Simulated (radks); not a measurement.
**Ionising zirconium step by step, Zr to Zr⁷⁺**

One table from this session's results is given with a row withheld; the runs are named, their logs left out.

Program: radks (a radial shooting solver on a logarithmic mesh, Libxc functionals) version 1. Level of theory: scalar-relativistic Kohn-Sham, PBE, spin-polarised, spherical densities, finite nucleus; open shells are filled with parallel spins first. These are calculated values, not measurements, unless marked.

### What is computed

- element: zirconium (Z = 40)
- charges: 0 to 7
- first configuration: [Kr] 4d2 5s2
- last configuration: [Ar] 3d10 4s2 4p3

The outer shells:

Zr
```
[Kr] core
4d [↑ ][↑ ][  ][  ][  ]
5s [↑↓]
```

Zr⁷⁺
```
[Ar] core
3d [↑↓][↑↓][↑↓][↑↓][↑↓]
4s [↑↓]
4p [↑ ][↑ ][↑ ]
```

The first run:

Settings of this run:

```text
Z 40
configuration [Kr] 4d2 5s2
relativity scalar-relativistic
functional pbe,pbe
spin polarised
nucleus finite rms 4.2694 fm
c 137.035999084
```

Steps of the session up to this table: Zr, [Kr] 4d2 5s2; Zr⁺, [Kr] 4d2 5s1; Zr²⁺, [Kr] 4d2; Zr³⁺, [Kr] 4d1; Zr⁴⁺, [Kr]; Zr⁵⁺, [Ar] 3d10 4s2 4p5; Zr⁶⁺, [Ar] 3d10 4s2 4p4; Zr⁷⁺, [Ar] 3d10 4s2 4p3.

One of the session's tables, all rows but one given; the rest of the session is left out.

| species | Δ-SCF (eV) | −ε(HOMO) (eV) |
| --- | --- | --- |
| Zr | 6.438 | 4.047 |
| Zr⁺ | ? | ? |
| Zr²⁺ | 23.164 | 17.937 |
| Zr³⁺ | 34.440 | 28.612 |
| Zr⁴⁺ | 80.633 | 72.801 |
| Zr⁵⁺ | 96.611 | 88.580 |
| Zr⁶⁺ | 112.86 | 104.73 |

**Question.** Estimate the row for Zr⁺.

The run gave: Δ-SCF (eV): 13.461; −ε(HOMO) (eV): 10.535. In the column «Δ-SCF (eV)» it lies between Zr (6.438) and Zr²⁺ (23.164).

What this shows: Reference values: NIST Atomic Spectra Database (exp. measured, semi-emp. semi-empirical, theory a theoretical value adopted there). Per unit of the charge left behind, the cost jumps most at Zr⁴⁺ ([Kr]): from 34.440 to 80.633 eV. There the highest level belongs to another shell. The Δ-SCF values miss the measured or semi-empirical entries by +0.0 % in the signed mean; the largest miss is -3.0 % (Zr). Minus the highest eigenvalue gives 63 to 93 % of the Δ-SCF value along the ladder. Open shells are spherical and high-spin; term and fine-structure splittings are not resolved.

**Measured values.**

From NIST Atomic Spectra Database: ionisation energy of Zr 6.63413 eV; ionisation energy of Zr⁺ 13.13 eV; ionisation energy of Zr³⁺ 34.4184 eV.
